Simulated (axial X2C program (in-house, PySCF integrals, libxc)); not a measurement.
# Linear ClGaCl⁻ at several levels

An exercise on one series of results from a longer session: the logs are not shown, and one member is left open.

The runs use an in-house X2C program for linear molecules on PySCF integrals; all-electron X2C, two-component (2c) or spin-free, Cl dyall-av3z, Ga dyall-v3z.

All values are calculated.

1 further run of the same task is left out (set aside as unsound or not needed).

The first run:

task.json

```json
{"zs": [17, 31, 17], "q": -1, "bas": ["dyall-av3z", "dyall-v3z", "dyall-av3z"], "r0": [2.23, 2.23], "symm": 1, "scan": ["PBE0", "HF", "r2SCAN"], "levels": ["PBE0", "HF", "TPSSh"], "nst": 2}
```

Keys: zs atomic numbers; q charge; bas basis sets; r0 starting distance in Å; symm equal bonds; scan levels of the two-bond scan (MP2 follows by itself at each HF point); levels methods; nst determinants followed.

Launch:

```
> python solin.py task.json out
```

Masses Cl 34.969, Ga 68.926, Cl 34.969 u.

Steps of the session up to this table: Scan at PBE0, 2c; Scan at HF, 2c; Scan at r2SCAN, 2c.

One of the session's tables, all rows but one given; the rest of the session is left out.

```
            level  r(Cl–Ga) (Å)  r(Ga–Cl) (Å)  lower stretch (cm⁻¹)  upper stretch (cm⁻¹)
         PBE0, 2c         2.613         2.613                 143.0                 175.7
           HF, 2c         2.719         2.719                  62.1                 166.0
       r2SCAN, 2c         2.605         2.605                 135.6                 175.2
          MP2, 2c         2.593         2.593                 143.3                 176.5
  PBE0, spin-free         2.612         2.612                 143.0                 175.7
    HF, spin-free         2.719         2.719                  62.1                 166.0
r2SCAN, spin-free         2.604         2.604                 135.6                 175.2
   MP2, spin-free             ?             ?                     ?                     ?
```

Q: Estimate the row for MP2, spin-free from the others.

As computed: r(Cl–Ga) (Å): 2.593; r(Ga–Cl) (Å): 2.593; lower stretch (cm⁻¹): 143.2; upper stretch (cm⁻¹): 176.5.

Scans not shown above were run alike.

To keep in mind: For an anion the highest level of a functional can be positive, and the basis then holds the extra electron. The molecule was held linear; bending was not examined, so a bent shape may lie lower.
